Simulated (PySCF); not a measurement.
# [Dy(H2O)5]3+: forces at shaken geometries

How stiff is [Dy(H2O)5]3+? Its atoms are displaced at random by several amounts. The species was built from a template and needn't be a known compound.

Method: PBE, Dy lcecp-1-SVP with ECP55, O def2-SVP, H def2-SVP; scalar-relativistic core potentials, no spin–orbit coupling; program: PySCF 2.14.0.

1 further run of the same task is left out (for a known fault of the program).

### 1 The starting structure

16 atoms, charge 3, spin multiplicity 1.

Bond lengths: Dy1–O2 2.334 Å, Dy1–O5 2.334 Å, Dy1–O8 2.298 Å, Dy1–O11 2.329 Å, Dy1–O14 2.329 Å, O2–H3 0.990 Å, O2–H4 0.990 Å, O5–H6 0.990 Å, O5–H7 0.990 Å, O8–H9 0.992 Å, O8–H10 0.992 Å, O11–H12 0.991 Å, O11–H13 0.991 Å, O14–H15 0.991 Å, O14–H16 0.991 Å. Angles: O2–Dy1–O5 161.1°, O2–Dy1–O8 99.5°, O2–Dy1–O11 86.7°, O2–Dy1–O14 87.0°, O5–Dy1–O8 99.5°, O5–Dy1–O11 87.0°, O5–Dy1–O14 86.7°, O8–Dy1–O11 109.6°, O8–Dy1–O14 109.6°, O11–Dy1–O14 140.8°, Dy1–O2–H3 128.0°, Dy1–O2–H4 128.5°, H3–O2–H4 103.5°, Dy1–O5–H6 128.0°, Dy1–O5–H7 128.5°, H6–O5–H7 103.5°, Dy1–O8–H9 128.1°, Dy1–O8–H10 128.1° and more.

Coordinates:

```xyz
16
charge 3, multiplicity 1
Dy   -0.0432    0.0000    0.0000
O    -0.4269    0.0454    2.3020
H    -0.5609    0.8358    2.8825
H    -0.5166   -0.7173    2.9266
O    -0.4269   -0.0453   -2.3020
H    -0.5610   -0.8358   -2.8825
H    -0.5165    0.7173   -2.9266
O     2.2543   -0.0001    0.0000
H     2.8667   -0.0128   -0.7803
H     2.8667    0.0126    0.7803
O    -0.8253    2.1938   -0.0379
H    -0.2989    3.0335   -0.0297
H    -1.7642    2.5094   -0.0693
O    -0.8255   -2.1937    0.0379
H    -1.7644   -2.5093    0.0693
H    -0.2991   -3.0335    0.0297
```

Formal oxidation states: Dy +3. Each metal's 9 4f electrons lie in its core potential, so multiplicities, spins and levels count the valence alone. An earlier session relaxed this geometry at PBE, Dy lcecp-1-SVP with ECP55, O def2-SVP, H def2-SVP (singlet, point group C2).

Its energy there is -417.645848 Eh.

### 2 Atoms moved at random, σ = 0.06 Å

Contents of run.py (the lines that set the calculation):

```python
mol = gto.M(atom='''
Dy    -0.02165     0.03184    -0.03117
O     -0.40608     0.01496     2.36037
H     -0.45211     0.84635     2.87253
H     -0.51127    -0.70871     2.91788
O     -0.46779    -0.13154    -2.29767
H     -0.51309    -0.84398    -2.89208
H     -0.62920     0.69855    -3.03358
O      2.23737     0.02365    -0.02719
H      2.81024    -0.00178    -0.77084
H      2.95427    -0.02817     0.75562
O     -0.78629     2.26689    -0.01280
H     -0.31975     2.98931    -0.00693
H     -1.79324     2.48582    -0.12888
O     -0.89430    -2.22242     0.13165
H     -1.76722    -2.42573     0.11666
H     -0.28152    -2.99502     0.04642''',
    basis={'Dy': 'lcecp-1-SVP', 'O': 'def2-SVP', 'H': 'def2-SVP'},
    ecp={'Dy': 'lcecp-1-SVP'},
    charge=3, spin=0)
mf = dft.RKS(mol, xc='PBE')
mf.grids.atom_grid = (50, 194)  # f atoms: unpruned, at least (60, 302)
mf = mf.density_fit()  # fitting sets: Dy AutoAux, O def2-universal-JKFIT, H def2-universal-JKFIT
mf.conv_tol = 1e-08; mf.max_cycle = 55
mf.kernel(dm0)  # dm0: the density of the relaxed state
```

On the command line:

```sh
$ OMP_NUM_THREADS=4 python run.py
```

### 3 Atoms moved at random, σ = 0.06 Å

Contents of run.py (the lines that set the calculation):

```python
mol = gto.M(atom='''
Dy    -0.10182     0.05292    -0.01334
O     -0.45492     0.05516     2.28556
H     -0.70775     0.75315     2.85656
H     -0.51157    -0.59965     2.91084
O     -0.51368    -0.06500    -2.33560
H     -0.64741    -0.89722    -2.92497
H     -0.47261     0.81801    -2.95989
O      2.27311     0.02067     0.00316
H      2.95259    -0.01127    -0.80599
H      2.91788     0.04013     0.80918
O     -0.67541     2.08150     0.06214
H     -0.34844     3.02788    -0.12298
H     -1.67929     2.48586    -0.01172
O     -0.73837    -2.25409     0.01491
H     -1.81981    -2.47436     0.16574
H     -0.31413    -3.03367     0.06640''',
    basis={'Dy': 'lcecp-1-SVP', 'O': 'def2-SVP', 'H': 'def2-SVP'},
    ecp={'Dy': 'lcecp-1-SVP'},
    charge=3, spin=0)
mf = dft.RKS(mol, xc='PBE')
mf.grids.atom_grid = (50, 194)  # f atoms: unpruned, at least (60, 302)
mf = mf.density_fit()  # fitting sets: Dy AutoAux, O def2-universal-JKFIT, H def2-universal-JKFIT
mf.conv_tol = 1e-08; mf.max_cycle = 55
mf.kernel(dm0)  # dm0: the density of the relaxed state
```

### 4 Atoms moved at random, σ = 0.03 Å

Contents of run.py (the lines that set the calculation):

```python
mol = gto.M(atom='''
Dy    -0.00778     0.03209    -0.01876
O     -0.37038     0.03670     2.28689
H     -0.59431     0.83874     2.90023
H     -0.49156    -0.71431     2.89919
O     -0.42942    -0.04725    -2.27727
H     -0.54972    -0.80459    -2.87687
H     -0.55430     0.71334    -2.91978
O      2.24564     0.02727     0.03950
H      2.83658    -0.06842    -0.73199
H      2.80904    -0.01476     0.77909
O     -0.82452     2.19178    -0.01175
H     -0.27761     3.03435    -0.07636
H     -1.74703     2.54822    -0.09692
O     -0.85014    -2.21134     0.03308
H     -1.72821    -2.50928     0.07264
H     -0.30791    -3.05252    -0.00094''',
    basis={'Dy': 'lcecp-1-SVP', 'O': 'def2-SVP', 'H': 'def2-SVP'},
    ecp={'Dy': 'lcecp-1-SVP'},
    charge=3, spin=0)
mf = dft.RKS(mol, xc='PBE')
mf.grids.atom_grid = (50, 194)  # f atoms: unpruned, at least (60, 302)
mf = mf.density_fit()  # fitting sets: Dy AutoAux, O def2-universal-JKFIT, H def2-universal-JKFIT
mf.conv_tol = 1e-08; mf.max_cycle = 55
mf.kernel(dm0)  # dm0: the density of the relaxed state
```

What does the calculation give? Wanted: for each run, σ; energy rise; harmonic estimate −½ F·u; largest force component.

The runs gave:

| σ (Å) | energy rise (eV) | harmonic estimate −½ F·u (eV) | largest force component (eV/Å) |
| --- | --- | --- | --- |
| 0.06 | 1.698 | 1.778 | 8.28 |
| 0.06 | 1.918 | 1.945 | 6.79 |
| 0.03 | 0.323 | 0.336 | 3.70 |

Every displacement raises the energy. For a harmonic well the rise equals −½ F·u; the two differ by at most 5 % here (a move with σ = 0.06 Å), from anharmonicity, the grid and the small forces left at the relaxed point. The largest moves cost over 1 eV, far outside the harmonic range, so agreement there can come from errors that cancel between squeezed and stretched bonds. The bases are small and lack diffuse functions. Spin–orbit coupling is left out. The core potential fixes the 4f count, so no charge can pass from the ligands into that shell.
